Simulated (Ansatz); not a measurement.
Cd2S:

```
Cd S
1.0
     3.96267    0.00000    0.00000
    -1.98134    3.43177    0.00000
     0.00000    0.00000    5.80919
Cd S
2 1
Direct
  0.33333 0.66667 0.93272
  0.66667 0.33333 0.57873
  0.33333 0.66667 0.36571
```

The cell comes from a database or a generator and needn't be the stable form of this composition.

```yaml
Program: Ansatz 0.2.0
Task: single point
Functional: PBE
Potentials_or_basis: Ansatz PAW
Cutoff: "420 eV (not typed: the program's choice for these potentials)"
k_mesh: 8 × 8 × 5
Occupations: fermi-dirac, width 0.05 eV
Spin: no spin polarisation
```

On this cell: pressure -0.1 GPa; largest force 0.075 eV/Å; band gap on the k mesh 0.24 eV, indirect (least direct gap 0.57 eV).

The same run follows on a disturbed copy (atoms moved at random, drawn with an rms of 0.05 Å):

```xyz
3
Lattice="3.9627 0.0000 0.0000 -1.9813 3.4318 0.0000 0.0000 0.0000 5.8092" Properties=species:S:1:pos:R:3 pbc="T T T"
Cd   -0.0135    2.2609    5.4264
Cd    2.0175    1.2042    3.3235
S    -0.0381    2.2548    2.0836
```

Q: What changes?

A: The energy moves by +10.9 meV/atom; pressure 0.3 GPa; largest force 0.501 eV/Å; band gap on the k mesh 0.14 eV, indirect (least direct gap 0.47 eV).

Forces in eV/Å, atoms in the order of the input:
```
Cd   0.015  0.005 -0.272
Cd  -0.348 -0.321  0.073
S    0.333  0.316  0.199
```

Stress tensor (GPa, compression positive):
```
 0.66  0.70 -0.60
 0.70 -0.81 -0.57
-0.60 -0.57  1.07
```

Caveats: odd divisions of the mesh miss points on the zone boundary, where band edges often lie, so the gap on the mesh can be too wide.

A k mesh can miss the band edges.
